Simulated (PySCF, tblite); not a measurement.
# C₁₂H₂₂O₃S: electronic excitations, NMR shifts

Wanted: electronic excitations, NMR shifts for C₁₂H₂₂O₃S (`C1CC[C@H]2OCCSCCOCCO[C@H]2C1`).

Computed with tblite 0.8.0 and PySCF 2.14.0 and routines of our own; the level stands in each step. Atoms count from 0.

## 1. The starting structure

38 atoms, charge 0, multiplicity 1; geometry from: force field, distance geometry or constructed start.

## 2. Optimising the geometry with GFN2-xTB

What the job is given:

```
{"job": {"kind": "relax", "xc": "GFN2-xTB", "basis": "xTB"}, "charge": 0, "multiplicity": 1}
C     -3.244800    -0.510600     1.164800
C     -3.853500    -0.241500    -0.213900
C     -2.943200     0.632100    -1.082100
C     -1.446100     0.488000    -0.789900
O     -1.111100     1.492500     0.189700
C      0.263100     1.896300     0.164200
C      0.922900     1.578200     1.503200
S      2.649100     2.181400     1.617300
C      3.570800     0.626600     1.286000
C      3.888600     0.407500    -0.192600
O      2.743100     0.039500    -0.958400
C      2.447400    -1.362000    -0.915800
C      0.959000    -1.542600    -1.203300
O      0.237100    -1.182100    -0.032900
C     -1.159400    -0.936300    -0.255800
C     -1.882400    -1.184200     1.084200
H     -3.149900     0.444700     1.704100
H     -3.929300    -1.132100     1.762400
H     -4.834900     0.229600    -0.103100
H     -4.016900    -1.202600    -0.709900
H     -3.141700     0.373200    -2.128800
H     -3.247000     1.685100    -0.963800
H     -0.892300     0.696600    -1.702100
H      0.259300     2.977600     0.010300
H      0.804400     1.460500    -0.674400
H      0.863800     0.509900     1.743600
H      0.355200     2.076800     2.300100
H      3.023700    -0.215400     1.719100
H      4.513400     0.721100     1.830500
H      4.665500    -0.362200    -0.298500
H      4.303700     1.326400    -0.633400
H      3.050400    -1.850200    -1.685800
H      2.694700    -1.783400     0.062100
H      0.665200    -0.919200    -2.051600
H      0.748100    -2.591100    -1.435400
H     -1.522400    -1.674600    -0.988600
H     -1.998300    -2.268400     1.205000
H     -1.261400    -0.860600     1.923000
```

The run is started by

```bash
OMP_NUM_THREADS=1 python large_run.py task.json out
```

One launch serves the whole session: the jobs run in the order shown.

Output:

```text
step      E/eV     max force
  0   -1424.67932    1.258
  1   -1424.76186    0.495
  2   -1424.78852    0.280
  3   -1424.80909    0.307
  4   -1424.82276    0.283
  5   -1424.83018    0.205
  6   -1424.83576    0.141
  7   -1424.83996    0.129
  8   -1424.84314    0.137
  9   -1424.84572    0.104
 10   -1424.84810    0.106
 11   -1424.85043    0.085
 12   -1424.85163    0.071
 13   -1424.85382    0.072
 14   -1424.85487    0.074
 15   -1424.85645    0.075
 16   -1424.85800    0.075
 17   -1424.86051    0.109
 18   -1424.86351    0.139
 19   -1424.86664    0.109
 20   -1424.86934    0.113
 21   -1424.87217    0.102
 22   -1424.87571    0.149
 23   -1424.87972    0.178
 24   -1424.88292    0.121
 25   -1424.88459    0.071
 26   -1424.88530    0.052
 27   -1424.88581    0.056
 28   -1424.88635    0.048
 29   -1424.88687    0.036
 30   -1424.88731    0.036
 31   -1424.88767    0.035
 32   -1424.88803    0.038
 33   -1424.88844    0.042
 34   -1424.88894    0.041
 35   -1424.88954    0.050
 36   -1424.89027    0.053
 37   -1424.89121    0.064
 38   -1424.89231    0.067
 39   -1424.89339    0.053
 40   -1424.89426    0.048
 41   -1424.89499    0.048
 42   -1424.89570    0.054
 43   -1424.89647    0.062
 44   -1424.89723    0.059
 45   -1424.89793    0.049
 46   -1424.89861    0.042
 47   -1424.89929    0.055
 48   -1424.89991    0.045
 49   -1424.90046    0.048
 50   -1424.90099    0.053
 51   -1424.90159    0.056
 52   -1424.90225    0.061
 53   -1424.90288    0.041
 54   -1424.90339    0.035
 55   -1424.90381    0.033
 56   -1424.90422    0.040
 57   -1424.90464    0.039
 58   -1424.90505    0.032
 59   -1424.90544    0.034
 60   -1424.90582    0.038
 61   -1424.90623    0.036
 62   -1424.90663    0.037
 63   -1424.90701    0.038
 64   -1424.90735    0.036
 65   -1424.90763    0.033
 66   -1424.90786    0.030
 67   -1424.90806    0.028
 68   -1424.90822    0.024
 69   -1424.90837    0.023
 70   -1424.90853    0.036
 71   -1424.90870    0.044
 72   -1424.90890    0.036
 73   -1424.90909    0.025
 74   -1424.90927    0.024
 75   -1424.90944    0.024
 76   -1424.90962    0.026
 77   -1424.90980    0.023
 78   -1424.90999    0.023
 79   -1424.91015    0.021
 80   -1424.91029    0.020
```

Wall time 1.6 s (1 thread of Arm Neoverse V1, shared host); peak memory 0.18 GiB.

Relaxation path:

| step | energy from step 0 (eV) | largest force (eV/Å) |
| --- | --- | --- |
| 0 | 0.0000 | 1.2577 |
| 1 | -0.0825 | 0.4951 |
| 2 | -0.1092 | 0.2804 |
| 3 | -0.1298 | 0.3070 |
| 4 | -0.1434 | 0.2830 |
| 5 | -0.1509 | 0.2048 |
| 6 | -0.1564 | 0.1411 |
| 7 | -0.1606 | 0.1289 |
| 8 | -0.1638 | 0.1367 |
| 14 | -0.1755 | 0.0739 |
| 20 | -0.1900 | 0.1129 |
| 26 | -0.2060 | 0.0524 |
| 32 | -0.2087 | 0.0386 |
| 38 | -0.2130 | 0.0660 |
| 45 | -0.2186 | 0.0493 |
| 51 | -0.2223 | 0.0558 |
| 57 | -0.2253 | 0.0384 |
| 63 | -0.2277 | 0.0379 |
| 69 | -0.2291 | 0.0230 |
| 76 | -0.2303 | 0.0261 |
| 77 | -0.2305 | 0.0233 |
| 78 | -0.2307 | 0.0239 |
| 79 | -0.2308 | 0.0214 |
| 80 | -0.2310 | 0.0203 |

Close pairs (by a distance rule), those that changed most:

| bond | before (Å) | after (Å) | change (Å) |
| --- | --- | --- | --- |
| C3–O4 | 1.443 | 1.413 | -0.029 |
| O10–C11 | 1.433 | 1.411 | -0.022 |
| O4–C5 | 1.433 | 1.413 | -0.020 |
| C9–O10 | 1.426 | 1.408 | -0.018 |
| O13–C14 | 1.435 | 1.418 | -0.017 |
| C3–H22 | 1.087 | 1.102 | +0.015 |
| C6–S7 | 1.832 | 1.819 | -0.013 |
| C12–O13 | 1.422 | 1.409 | -0.013 |

The next job starts from the end point, and lists it.

## 3. Electronic excitations: TDA PBE0/def2-SVP

What the job is given:

```
{"job": {"kind": "uv", "basis": "def2-SVP", "grid": 1, "kgrid": 0, "vcut": 1.5, "nstates": 6, "ntriplets": 2, "tda": true, "delta": ["ip_vertical"], "pop": true, "xc": "PBE0"}, "charge": 0, "multiplicity": 1}
C     -3.161206    -0.301941     1.171591
C     -3.798164    -0.241814    -0.211638
C     -2.909940     0.579925    -1.152452
C     -1.415533     0.456542    -0.805888
O     -1.105564     1.516839     0.075727
C      0.254633     1.870661     0.217942
C      0.836218     1.345560     1.527043
S      2.510495     1.983909     1.840156
C      3.563887     0.599902     1.285613
C      3.757223     0.528307    -0.229303
O      2.633908     0.064241    -0.940042
C      2.424342    -1.330571    -0.904564
C      0.947242    -1.595365    -1.179675
O      0.215649    -1.247764    -0.026886
C     -1.157051    -0.953289    -0.229236
C     -1.867333    -1.117359     1.119415
H     -2.939190     0.716060     1.490469
H     -3.848029    -0.747734     1.892230
H     -4.787496     0.214408    -0.155864
H     -3.925711    -1.256670    -0.594927
H     -3.075296     0.275183    -2.186550
H     -3.161368     1.637395    -1.064852
H     -0.815195     0.579681    -1.722327
H      0.288403     2.966795     0.231992
H      0.848395     1.509942    -0.628399
H      0.886672     0.259245     1.521367
H      0.219620     1.683672     2.360300
H      3.130962    -0.318602     1.681374
H      4.526728     0.776473     1.764004
H      4.632007    -0.103292    -0.449081
H      3.945091     1.534626    -0.613627
H      3.043762    -1.821961    -1.671097
H      2.679094    -1.749647     0.075295
H      0.643179    -0.995169    -2.044585
H      0.795477    -2.659738    -1.416542
H     -1.565562    -1.669427    -0.959763
H     -2.072022    -2.177040     1.280886
H     -1.184529    -0.787590     1.901177
```

Level: TDA PBE0/def2-SVP, vertical, gas phase, core orbitals frozen in the response, virtual orbitals cut by energy.

Output:

```text
start: PBE on a coarse grid of 29576 points
cycle   1  E = -1092.1913993069  dE =  1.672e+00  |g| = 1.061e+00  |ddm| = 6.636e+00
cycle   2  E = -1091.4972249960  dE =  6.942e-01  |g| = 2.114e+00  |ddm| = 5.140e+00
cycle   3  E = -1092.4301565518  dE = -9.329e-01  |g| = 2.622e-01  |ddm| = 4.054e+00
cycle   4  E = -1092.4438236628  dE = -1.367e-02  |g| = 1.058e-01  |ddm| = 4.834e-01
cycle   5  E = -1092.4462707732  dE = -2.447e-03  |g| = 3.007e-02  |ddm| = 1.515e-01
cycle   6  E = -1092.4464661206  dE = -1.953e-04  |g| = 1.053e-02  |ddm| = 5.619e-02
cycle   7  E = -1092.4464902919  dE = -2.417e-05  |g| = 2.771e-03  |ddm| = 1.556e-02
final grid: 124526 points
cycle   8  E = -1092.7826073170  dE = -8.595e-03  |g| = 6.830e-02  |ddm| = 7.469e-01
cycle   9  E = -1092.7816868286  dE =  9.205e-04  |g| = 9.721e-02  |ddm| = 1.537e-01
cycle  10  E = -1092.7835910158  dE = -1.904e-03  |g| = 7.864e-03  |ddm| = 9.501e-02
cycle  11  E = -1092.7836032653  dE = -1.225e-05  |g| = 2.211e-03  |ddm| = 1.118e-02
cycle  12  E = -1092.7836044859  dE = -1.221e-06  |g| = 7.821e-04  |ddm| = 4.850e-03
cycle  13  E = -1092.7836065701  dE = -2.084e-06  |g| = 1.715e-04  |ddm| = 1.398e-03
cycle  14  E = -1092.7836071494  dE = -5.793e-07  |g| = 4.625e-05  |ddm| = 2.587e-04
converged SCF energy = -1092.7836071494
Vertical ionisation energy (delta-SCF) = 7.7814 eV   <S^2> = 0.753

Static polarisability (au): isotropic 149.353, principal 123.205 145.579 179.275

Singlet excitations
state   eV       nm        f      main configurations
  1   6.0047    206.5   0.00165   H->L+1 0.44, H->L 0.42, H->L+2 0.09
  2   6.8158    181.9   0.00058   H->L 0.46, H->L+1 0.21, H->L+2 0.16
  3   6.9752    177.8   0.02915   H->L+2 0.58, H->L+1 0.23
  4   7.1053    174.5   0.00855   H->L+3 0.45, H->L+4 0.38
  5   7.1682    173.0   0.00165   H-1->L 0.66, H->L+3 0.08
  6   7.4163    167.2   0.02308   H->L+4 0.45, H->L+3 0.30

Triplet excitations (Tamm-Dancoff, eV): 5.4015 6.0985
```

Run time: 88 s. Hardware: 1 thread of Arm Neoverse V1, shared host; peak memory 0.63 GiB.

The orbitals next to the gap, with their largest atomic shares:

| orbital | eV | atoms |
| --- | --- | --- |
| HOMO−4 | -8.21 | S7 26 %, O4 14 %, C6 5 % |
| HOMO−3 | -7.93 | O13 36 %, O4 24 %, O10 7 % |
| HOMO−2 | -7.61 | O10 53 %, H31 6 %, C8 6 % |
| HOMO−1 | -6.73 | O4 31 %, O13 20 %, C14 9 % |
| HOMO | -6.01 | S7 74 %, O4 4 %, C5 4 % |
| LUMO | 1.47 | S7 11 %, H35 10 %, H20 7 % |
| LUMO+1 | 1.65 | S7 18 %, C8 10 %, H35 5 % |
| LUMO+2 | 1.99 | H31 16 %, S7 13 %, C8 10 % |
| LUMO+3 | 2.12 | H26 9 %, H37 8 %, H16 7 % |

With each of the 6 states as a Gaussian band of 0.4 eV half-width at 1/e, the curve within the window shown has maxima at 174 nm (ε 2,000) L/(mol cm). Beyond the last state computed it falls off for lack of states. The curve at chosen wavelengths:

```
 nm  ε (L/mol/cm)
161           615
164          1035
166          1322
169          1695
172          1937
175          1995
177          1919
180          1648
183          1260
185           988
188           627
191           363
194           203
196           141
199            94
202            78
205            73
207            70
210            65
213            56
215            48
218            37
221            26
224            18
226            13
229             8
```

Further results of this job:

| property | computed |
| --- | --- |
| dipole moment (D) | 3.42 |
| polarisability (Å³) | 22.13 |
| HOMO–LUMO gap (eV) | 7.48 |
| −ε(HOMO) (eV) | 6.01 |

## 4. NMR shifts: GIAO KT3/pcSseg-1

The job, as its differences from that of step 3:

```diff
@@ -1,2 +1,2 @@
-{"job": {"kind": "uv", "basis": "def2-SVP", "grid": 1, "kgrid": 0, "vcut": 1.5, "nstates": 6, "ntriplets": 2, "tda": true, "delta": ["ip_vertical"], "pop": true, "xc": "PBE0"}, "charge": 0, "multiplicity": 1}
+{"job": {"kind": "nmr", "xc": "KT3", "basis": "pcSseg-1", "pop": false}, "charge": 0, "multiplicity": 1}
 C     -3.161206    -0.301941     1.171591
```

With the program's defaults for keys left out, this is: GIAO KT3/pcSseg-1 NMR shielding, non-relativistic, gas phase.

Output:

```text
start: PBE on a coarse grid of 29576 points
cycle   1  E = -1092.7537958949  dE =  1.775e+00  |g| = 1.130e+00  |ddm| = 5.618e+00
cycle   2  E = -1091.9728282264  dE =  7.810e-01  |g| = 2.257e+00  |ddm| = 4.195e+00
cycle   3  E = -1093.0054211279  dE = -1.033e+00  |g| = 3.009e-01  |ddm| = 3.395e+00
cycle   4  E = -1093.0225191087  dE = -1.710e-02  |g| = 1.154e-01  |ddm| = 4.186e-01
cycle   5  E = -1093.0253216279  dE = -2.803e-03  |g| = 3.416e-02  |ddm| = 1.308e-01
cycle   6  E = -1093.0255522884  dE = -2.307e-04  |g| = 1.280e-02  |ddm| = 4.857e-02
cycle   7  E = -1093.0255843673  dE = -3.208e-05  |g| = 3.497e-03  |ddm| = 1.483e-02
final grid: 262072 points
cycle   8  E = -1107.7122281673  dE = -3.815e-02  |g| = 2.357e-01  |ddm| = 5.497e-01
cycle   9  E = -1107.6902044635  dE =  2.202e-02  |g| = 4.083e-01  |ddm| = 5.536e-01
cycle  10  E = -1107.7195203371  dE = -2.932e-02  |g| = 5.370e-02  |ddm| = 4.175e-01
cycle  11  E = -1107.7199912414  dE = -4.709e-04  |g| = 1.253e-02  |ddm| = 6.612e-02
cycle  12  E = -1107.7200354260  dE = -4.418e-05  |g| = 2.694e-03  |ddm| = 1.992e-02
cycle  13  E = -1107.7200356267  dE = -2.007e-07  |g| = 8.249e-04  |ddm| = 3.611e-03
cycle  14  E = -1107.7200349760  dE =  6.507e-07  |g| = 2.613e-04  |ddm| = 1.176e-03
cycle  15  E = -1107.7200368418  dE = -1.866e-06  |g| = 8.836e-05  |ddm| = 3.396e-04
converged SCF energy = -1107.7200368418

GIAO shielding tensors (ppm)
atom      isotropic    diamagn.    paramagn.     s11        s22        s33       span
  0 C      159.800     249.937     -90.136    151.056    163.885    164.460     13.404
  1 C      160.207     251.322     -91.115    155.019    160.925    164.677      9.657
  2 C      148.704     249.886    -101.182    136.996    145.227    163.887     26.892
  3 C      108.553     249.380    -140.827     79.975     92.557    153.127     73.151
  4 O      241.500     400.039    -158.539    203.092    241.592    279.816     76.724
  5 C      108.479     249.371    -140.892     71.111     87.075    167.251     96.140
  6 C      143.560     251.367    -107.807    124.746    137.392    168.540     43.794
  7 S      510.032    1057.825    -547.793    402.040    445.855    682.202    280.162
  8 C      145.223     251.767    -106.544    132.122    137.177    166.370     34.248
  9 C      106.686     240.270    -133.584     83.499    100.849    135.710     52.211
 10 O      279.776     406.601    -126.826    243.175    277.086    319.067     75.892
 11 C      113.812     249.098    -135.285     82.084    109.650    149.704     67.620
 12 C      114.155     247.303    -133.148     83.106    108.249    151.111     68.005
 13 O      266.602     405.840    -139.238    202.911    288.167    308.728    105.817
 14 C      104.517     248.647    -144.130     79.638     90.717    143.196     63.558
 15 C      153.789     249.474     -95.686    135.734    154.105    171.527     35.793
 16 H       29.665      32.963      -3.298     25.692     29.890     33.414      7.723
 17 H       30.259      27.817       2.441     24.931     27.985     37.860     12.930
 18 H       30.223      26.477       3.746     25.306     27.589     37.773     12.467
 19 H       30.604      30.488       0.117     27.497     27.658     36.657      9.160
 20 H       29.786      30.835      -1.049     24.875     28.531     35.951     11.076
 21 H       29.871      31.323      -1.452     25.110     29.440     35.061      9.951
 22 H       27.612      36.285      -8.674     25.097     27.319     30.419      5.321
 23 H       27.863      32.115      -4.253     21.935     29.412     32.240     10.305
 24 H       27.480      35.684      -8.203     24.720     25.873     31.848      7.128
 25 H       28.123      36.833      -8.710     23.767     25.843     34.759     10.992
 26 H       29.045      32.430      -3.385     22.833     30.360     33.941     11.108
 27 H       28.663      32.402      -3.739     25.262     28.059     32.667      7.404
 28 H       29.653      27.711       1.941     23.212     28.174     37.572     14.360
 29 H       27.795      25.667       2.129     22.640     27.650     33.096     10.456
 30 H       27.885      28.716      -0.831     23.453     26.813     33.389      9.936
 31 H       28.083      28.205      -0.123     23.188     26.739     34.321     11.134
 32 H       27.971      32.984      -5.013     24.802     27.362     31.748      6.946
 33 H       27.796      34.249      -6.453     24.072     27.203     32.114      8.042
 34 H       28.081      30.566      -2.485     22.919     26.908     34.416     11.497
 35 H       28.359      35.912      -7.554     24.048     29.623     31.405      7.357
 36 H       29.849      32.147      -2.298     25.095     28.848     35.603     10.509
 37 H       29.902      35.065      -5.163     26.145     29.656     33.904      7.760
```

Wall time 44 s (1 thread of Arm Neoverse V1, shared host); peak memory 0.59 GiB.

Shifts follow as δ = σ(reference) − σ, with reference shieldings (ppm) from runs at the same level and on the same kind of geometry: 1H TMS 31.76, 13C TMS 184.7, 17O H2O 330.8. The references are single molecules in the gas phase, so shifts against H2O, NH3, PH3, H3PO4 or CFCl3 are not on the usual liquid scales and can be off by tens of ppm.

| atoms | environment | σ (ppm) | δ (ppm) |
| --- | --- | --- | --- |
| C14 | sp3 CH bonded to O | 104.5 | 80.2 |
| C9 | sp3 CH2 bonded to O | 106.7 | 78.0 |
| C5 | sp3 CH2 bonded to O | 108.5 | 76.2 |
| C3 | sp3 CH bonded to O | 108.6 | 76.1 |
| C11 | sp3 CH2 bonded to O | 113.8 | 70.9 |
| C12 | sp3 CH2 bonded to O | 114.2 | 70.5 |
| C6 | sp3 CH2 bonded to S | 143.6 | 41.1 |
| C8 | sp3 CH2 bonded to S | 145.2 | 39.5 |
| C2 | sp3 CH2 in a ring | 148.7 | 36.0 |
| C15 | sp3 CH2 in a ring | 153.8 | 30.9 |
| C0 | sp3 CH2 in a ring | 159.8 | 24.9 |
| C1 | sp3 CH2 in a ring | 160.2 | 24.5 |
| H24 | hydrogen on an sp3 CH2 bonded to O | 27.48 | 4.28 |
| H22 | hydrogen on an sp3 CH bonded to O | 27.61 | 4.14 |
| H29 | hydrogen on an sp3 CH2 bonded to O | 27.80 | 3.96 |
| H33 | hydrogen on an sp3 CH2 bonded to O | 27.80 | 3.96 |
| H23 | hydrogen on an sp3 CH2 bonded to O | 27.86 | 3.89 |
| H30 | hydrogen on an sp3 CH2 bonded to O | 27.88 | 3.87 |
| H32 | hydrogen on an sp3 CH2 bonded to O | 27.97 | 3.79 |
| H34 | hydrogen on an sp3 CH2 bonded to O | 28.08 | 3.67 |
| H31 | hydrogen on an sp3 CH2 bonded to O | 28.08 | 3.67 |
| H25 | hydrogen on an sp3 CH2 bonded to S | 28.12 | 3.63 |
| H35 | hydrogen on an sp3 CH bonded to O | 28.36 | 3.40 |
| H27 | hydrogen on an sp3 CH2 bonded to S | 28.66 | 3.09 |
| H26 | hydrogen on an sp3 CH2 bonded to S | 29.04 | 2.71 |
| H28 | hydrogen on an sp3 CH2 bonded to S | 29.65 | 2.10 |
| H16 | hydrogen on an sp3 CH2 in a ring | 29.67 | 2.09 |
| H20 | hydrogen on an sp3 CH2 in a ring | 29.79 | 1.97 |
| H36 | hydrogen on an sp3 CH2 in a ring | 29.85 | 1.91 |
| H21 | hydrogen on an sp3 CH2 in a ring | 29.87 | 1.89 |
| H37 | hydrogen on an sp3 CH2 in a ring | 29.90 | 1.85 |
| H18 | hydrogen on an sp3 CH2 in a ring | 30.22 | 1.53 |
| H17 | hydrogen on an sp3 CH2 in a ring | 30.26 | 1.50 |
| H19 | hydrogen on an sp3 CH2 in a ring | 30.60 | 1.15 |
| O4 | ether oxygen | 241.5 | 89.3 |
| O13 | ether oxygen | 266.6 | 64.2 |
| O10 | ether oxygen | 279.8 | 51.0 |
| S7 | sulfide sulfur | 510 | – |

Ring of atoms C0, C1, C2, C3, C14, C15: NICS(0) -3.6, NICS(1) -3.5, NICS(1)zz 0.4 ppm (means of both faces). The ring holds saturated atoms, so no π current runs round it: these values come from its σ bonds, any local π bonds and neighbouring rings, and say nothing of aromaticity.

## 5. Outcome

| quantity | value |
| --- | --- |
| lowest singlet (PBE0/def2-SVP) | 6.00 eV (206 nm), f = 0.002 |
| brightest single state of those computed | state 3, 6.98 eV, f = 0.029 |
| lowest triplet | 5.40 eV |
| vertical ionisation energy (ΔSCF) | 7.78 eV |
| 13C shifts against TMS (KT3/pcSseg-1) | 80.2, 78.0, 76.2, 76.1, 70.9, 70.5, 41.1, 39.5, 36.0, 30.9, 24.9, 24.5 ppm |
| 1H shifts against TMS (KT3/pcSseg-1) | 4.28, 4.14, 3.96, 3.96, 3.89, 3.87, 3.79, 3.67, 3.67, 3.63, 3.40, 3.09, 2.71, 2.10 ppm and more |
| 17O shifts against H2O (KT3/pcSseg-1) | 89.3, 64.2, 51.0 ppm |
| shieldings of S (KT3/pcSseg-1) | S7 510.0 ppm |

In words: The first singlet state (HOMO→LUMO+1 0.44, HOMO→LUMO 0.42) lies at 6.00 eV and is weak; of the 6 states computed, the strongest absorption comes from state 3 at 6.98 eV. The lowest triplet lies 0.60 eV below the lowest singlet. The brightest state lies above −ε(HOMO) (6.01 eV), where this functional's continuum begins, so it hangs on the basis. The basis of PBE0/def2-SVP has no diffuse functions, so Rydberg states are missing and the high states are unreliable. At PBE0/def2-SVP, the highest states lie near or above the ionisation energy, where they hang on the basis. ΔSCF puts the ionisation energy at 7.78 eV, 1.77 eV above −ε(HOMO). At KT3/pcSseg-1: The largest span, 280 ppm, is at S7, where the paramagnetic term is -548 ppm.
